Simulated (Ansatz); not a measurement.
Here is an Ansatz input file for Al2O3, space group Pnnm. Write the same calculation for the Python package.

```yaml
crystal:
  lattice:
    bravais: orthorhombic
    a: 4.613777
    b: 9.563279
    c: 3.119862
  space_group: 58
  setting:
    hermann_mauguin: Pnnm
  atoms:
    - { symbol: Al, position: [0.517025, 0.324573, 0.5] }
    - { symbol: O, position: [0.876365, 0.24695, 0.5] }
    - { symbol: O, position: [0.0, 0.0, 0.0] }
basis:
  ecutwfc: 435.382179935808
kpoints:
  mp_grid:
    grid: [4, 2, 6]
hamiltonian:
  xc: pbesol
scf:
  n_extra_bands: 26
  occupations:
    method: fixed
output:
  dos:
    de: 0.1
    projected: true
```

`pdos_al2o3.py`:
```python
"""Which atoms and shells make the states of Al2O3."""

import ansatz as az
import matplotlib.pyplot as plt
import numpy as np

structure = (
    az.Lattice.orthorhombic(4.613777, 9.563279, 3.119862)
    .space_group(58, hermann_mauguin="Pnnm")
    .atom("Al", (0.517025, 0.324573, 0.5))
    .atom("O", (0.876365, 0.24695, 0.5))
    .atom("O", (0.0, 0.0, 0.0))
)

base = (
    structure.calculation()
    .basis(16 * az.Ha)
    .kpoints(4, 2, 6)
    .functional("PBEsol")
    .occupations("fixed")
    .scf(extra_bands=26)
    .density_of_states(projected=True, energy_step=0.1)
)
outcome = base.run(threads=1)
report = outcome.report

dos = outcome.density_of_states()
energy = np.asarray(dos.energies_ev) - dos.fermi_ev
curves = {}
for site in outcome.projected_density_of_states().sites:
    for shell in site.shells:
        weight = sum(np.sum(curve.g_bin_mean_per_ev, axis=0) for curve in shell.curves)
        name = f"{site.species} {shell.label}"
        curves[name] = curves.get(name, 0) + weight

window = (energy > -10) & (energy < 4)
fig, ax = plt.subplots(figsize=(5.5, 3.5))
for name, g in curves.items():
    if g[window].max() > 0.05:
        ax.plot(energy[window], g[window], label=name, lw=1)
        print(f"{name:8s} peak {g[window].max():7.3f} states/eV at {energy[window][g[window].argmax()]:6.2f} eV")
ax.set(xlabel="E - E_F (eV)", ylabel="states/eV")
ax.legend(fontsize=7)
fig.tight_layout()
fig.savefig("pdos.png", dpi=100)
```

Running `python pdos_al2o3.py` prints:
```text
Al 3S    peak   1.034 states/eV at  -6.14 eV
Al 3P    peak   1.630 states/eV at  -3.74 eV
O 2S     peak   0.124 states/eV at  -5.94 eV
O 2P     peak  14.341 states/eV at  -0.64 eV
```

Caveats:
- Semilocal gaps usually lie well under measured ones.
- Peaks are the largest values inside the energy window taken; deeper bands lie outside it.
- The crystal has a gap of about 3.43 eV on the mesh; bins of finite width blur the band edges.
- The structure comes from a database of computed cells and needn't be a stable or known phase.
- Curves are summed over the cell's atoms. Only shells that the potentials hold have channels, so projections don't add up to the total, least of all where a shell is missing (p of most metals); heights and places of peaks move with the mesh.
- The density of states is complete only as far up as bands were computed.
- Processor time in the engine: 7.6 s on 1 thread of Intel(R) Xeon(R) Processor @ 2.30GHz, on a shared host, peak memory 0.62 GiB.

(Lines on the test bed's own set-up are left out of the output.)
